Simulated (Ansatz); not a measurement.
# B2O: a line through an energy map

Aim: follow the energy of B₂O (P-3m1, No. 164; 6 atoms in the cell) along one coordinate, volume per atom, with the other held at c/a of the conventional cell = 3.508.

Method: DFT PBE+D3(BJ), scalar-relativistic, plane waves, PAW, in Ansatz 0.2.0.

15 further runs of the same task are left out: 15 set aside as unsound or not needed.

### Step 1. The system as given

The structure is trigonal, space group P-3m1 (No. 164). The conventional cell has a = 2.546 Å, b = 2.546 Å, c = 9.678 Å, α = 90.00°, β = 90.00°, γ = 120.00°. B (site symmetry 3m) is surrounded by 3 O at 1.57 Å and 1 B at 1.74 Å. B (site symmetry 3m) is surrounded by 3 B at 1.58 Å. O (site symmetry 3m) has 3 B at 1.57 Å as nearest neighbours.

As a file:

```cif
data_structure
_symmetry_space_group_name_H-M 'P 1'
_symmetry_Int_Tables_number 1
_cell_length_a 2.5456
_cell_length_b 2.5456
_cell_length_c 9.6777
_cell_angle_alpha 90.000
_cell_angle_beta 90.000
_cell_angle_gamma 120.000
_cell_volume 54.31
loop_
_atom_site_label
_atom_site_type_symbol
_atom_site_fract_x
_atom_site_fract_y
_atom_site_fract_z
_atom_site_occupancy
B1 B 0.00000 0.00000 0.40990 1
B2 B 0.00000 0.00000 0.59010 1
B3 B 0.66667 0.33333 0.02935 1
B4 B 0.33333 0.66667 0.97065 1
O1 O 0.66667 0.33333 0.35258 1
O2 O 0.33333 0.66667 0.64742 1
```

This cell was relaxed beforehand with the same method: volume 9.05 Å³/atom, gap on the mesh none (metal).

### Step 2. The scan

The energy is mapped over volume and the cell's shape.

The axes are (1) volume per atom: 7 values from 7.965 to 10.138 Å³; (2) c/a of the conventional cell: 7 values from 3.370 to 4.289.

Nothing else is relaxed (fractional coordinates fixed). Energies count from the relaxed crystal. Points are written as (first, second).

### Step 3. Point (7.965 Å³, 3.508)

The input, input.yaml:

```yaml
crystal:
  lattice:
    - [2.5055984866, 0.0, 0.0]
    - [-1.2527992433, 2.1699119411, 0.0]
    - [0.0, 0.0, 8.7898900509]
  atoms:
    - { symbol: B, position: [0.0, 0.0, 0.4099026039] }
    - { symbol: B, position: [0.0, 0.0, 0.5900973961] }
    - { symbol: B, position: [0.6666666667, 0.3333333333, 0.0293462865] }
    - { symbol: B, position: [0.3333333333, 0.6666666667, 0.9706537135] }
    - { symbol: O, position: [0.6666666667, 0.3333333333, 0.3525784977] }
    - { symbol: O, position: [0.3333333333, 0.6666666667, 0.6474215023] }
basis:
  ecutwfc: 520.0
kpoints:
  mp_grid: { grid: [21, 21, 6] }
hamiltonian:
  xc: pbe
  dispersion: d3bj
scf:
  occupations: { method: gaussian, width: 0.15 }
output:
  forces: true
  stress: true
  eigenvalues: true
```

Started as:

```console
$ ansatz run input.yaml --threads 2 --pin off --max-ram 4096MiB --backend cpu --events-out ev --progress --plain --runs-dir out
```

The session goes on with these runs: the other points of the line.

What does the calculation give? Wanted: for each run, volume per atom; energy; slope; pressure; largest force on an atom.

The runs gave:

| volume per atom (Å³) | step | energy (meV/atom) | slope (meV/atom per Å³) | pressure (GPa) | largest force on an atom (eV/Å) |
| --- | --- | --- | --- | --- | --- |
| 7.965 | 3 | 79 | −138 | 22.1 | 1.96 |
| 8.327 | 4 | 41 | −71 | 11.4 | 1.63 |
| 8.690 | 5 | 26 | −17 | 2.7 | 1.34 |
| 9.052 | 6 | 28 | 28 | −4.5 | 1.07 |
| 9.414 | 7 | 45 | 65 | −10.3 | 1.21 |
| 9.776 | 8 | 74 | 94 | −15.0 | 1.57 |
| 10.138 | – | 112 | 117 | −18.7 | 1.88 |

Energies count from the relaxed crystal. Rows without a step come from runs not printed here or follow by symmetry. Slopes come from the forces (and the stress, where the cell changes), not from differences of energies.

In words: The lowest point of the line is at 8.690 Å³, 26 meV/atom from the zero. A fit to energies and slopes at the lowest point and its two neighbours puts the minimum at 8.8161 Å³, with a curvature of about 130 meV/atom per (Å³)². V·d²E/dV² there is about 180 GPa, a bulk modulus under this line's constraint. The highest point computed, at 10.138 Å³, lies 86 meV/atom above the lowest. This is one cut through a surface in two coordinates; the map's lowest point lies off it. Spin polarisation is off in the runs that give these values; a magnetic solution could lie lower.
